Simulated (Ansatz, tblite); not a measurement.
# The cluster P7+: a ladder of methods and basis sets

Aim: run the singlet of the cluster P7+ at one geometry on many levels, and compare frontier levels, spin and run time.

The runs use Ansatz 0.2.0, Gaussian basis; as each input shows.

The runs, in order: GFN1-xTB, GFN2-xTB, PBE-D4/def2-TZVP, r2SCAN-D4/def2-TZVP, PBE-QIDH/def2-TZVP, ωB97X-V/def2-TZVP, B2PLYP/def2-TZVP, PBE-D4/def2-SVP, PBE0-D4/def2-SVP, CCSD(T)/def2-SVP, MP2/def2-TZVP.

4 further runs of the same task are left out: 4 set aside as unsound or not needed.

## (1) The relaxed structure

The geometry is that of the singlet, from an earlier relaxation (PBE-D4/def2-SVP). At that level it is the lowest of the isomers that a small search found.

7 atoms, charge 1, spin multiplicity 1.

Bond lengths: P1–P3 2.182 Å, P1–P5 2.233 Å, P1–P7 2.356 Å, P2–P4 2.231 Å, P2–P5 2.275 Å, P2–P6 2.233 Å, P3–P5 2.232 Å, P3–P7 2.352 Å, P4–P6 2.181 Å, P4–P7 2.353 Å, P6–P7 2.355 Å. Angles: P3–P1–P5 60.7°, P3–P1–P7 62.3°, P5–P1–P7 95.5°, P4–P2–P5 102.5°, P4–P2–P6 58.5°, P5–P2–P6 102.3°, P1–P3–P5 60.8°, P1–P3–P7 62.5°, P5–P3–P7 95.6°, P2–P4–P6 60.8°, P2–P4–P7 95.7°, P6–P4–P7 62.4°, P1–P5–P2 102.5°, P1–P5–P3 58.5°, P2–P5–P3 102.6°, P2–P6–P4 60.7°, P2–P6–P7 95.6°, P4–P6–P7 62.3° and more.

Geometry (Å):

```xyz
7
P7
P     1.28686   -1.46732    0.35128
P    -1.02985    1.01899    1.24815
P     1.81802    0.36354   -0.70941
P    -1.32546    1.12154   -0.96053
P     1.17493    0.48738    1.42451
P    -1.84616   -0.71261    0.09921
P    -0.07833   -0.81150   -1.45321
```

The ion is computed in the gas phase, without counter-ions or solvent.

PBE0-D4/def2-TZVP was run before; its log isn't repeated, and its numbers join the tables.

## (2) GFN1-xTB

Tight binding, by tblite at 300 K electronic temperature and without a spin-polarisation term:

```python
tblite.interface.Calculator('GFN1-xTB', numbers, positions, charge=1, uhf=0).singlepoint()
```

Energy -489.1826 eV, HOMO -16.66 eV, LUMO -14.83 eV; 0.009 s.

## (3) GFN2-xTB

Tight binding, by tblite at 300 K electronic temperature and without a spin-polarisation term:

```python
tblite.interface.Calculator('GFN2-xTB', numbers, positions, charge=1, uhf=0).singlepoint()
```

Energy -468.8880 eV, HOMO -15.10 eV, LUMO -13.35 eV; 0.01 s.

## (4) PBE-D4/def2-TZVP

start.molden holds the orbitals of an earlier run on this state, given as this run's starting guess.

File in.yaml:

```yaml
crystal:
  periodic: [false, false, false]
  atoms:
    - {symbol: P, position_ang: [1.286863, -1.467325, 0.351278]}
    - {symbol: P, position_ang: [-1.029851, 1.018992, 1.248154]}
    - {symbol: P, position_ang: [1.818017, 0.363538, -0.709408]}
    - {symbol: P, position_ang: [-1.325461, 1.121544, -0.960528]}
    - {symbol: P, position_ang: [1.174928, 0.487381, 1.424513]}
    - {symbol: P, position_ang: [-1.846159, -0.712615, 0.099211]}
    - {symbol: P, position_ang: [-0.078327, -0.811504, -1.453210]}
basis:
  gaussian: {orbitals: def2-TZVP, initial_orbitals: start.molden}
total_charge: 1
hamiltonian: {xc: pbe, dispersion: d4}
scf: {omitted_lower_state_checks: [starts]}
output: {forces: true, orbitals: {seedname: orbitals}}
```

Run with:

```sh
> ansatz run in.yaml --threads 4 --pin off --events-out ev --progress --plain --max-ram 4787MiB
```

After this run come: r2SCAN-D4/def2-TZVP; PBE-QIDH/def2-TZVP; ωB97X-V/def2-TZVP; B2PLYP/def2-TZVP; PBE-D4/def2-SVP; PBE0-D4/def2-SVP; CCSD(T)/def2-SVP; MP2/def2-TZVP.

Before running them: what should the planned runs give, taken together? Wanted: gap in def2-TZVP, named functionals, smallest and largest; correlation energy, CCSD(T)/def2-SVP; correlation energy, MP2/def2-TZVP; PBE0 total energy, smallest basis above largest.

The runs gave:

| quantity | value |
| --- | --- |
| gap in def2-TZVP, named functionals, smallest and largest | 2.40 eV (PBE-D4), 7.86 eV (ωB97X-V) |
| correlation energy, CCSD(T)/def2-SVP | -24.71 eV |
| correlation energy, MP2/def2-TZVP | -28.13 eV |
| PBE0 total energy, smallest basis above largest | 23.08 eV (def2-SVP, def2-TZVP) |

**Reading.** Orbital gaps of the named functionals in def2-TZVP span 2.40 eV (PBE-D4) to 7.86 eV (ωB97X-V); exact exchange widens it. Notes on CCSD(T)/def2-SVP: large T1 diagnostic.
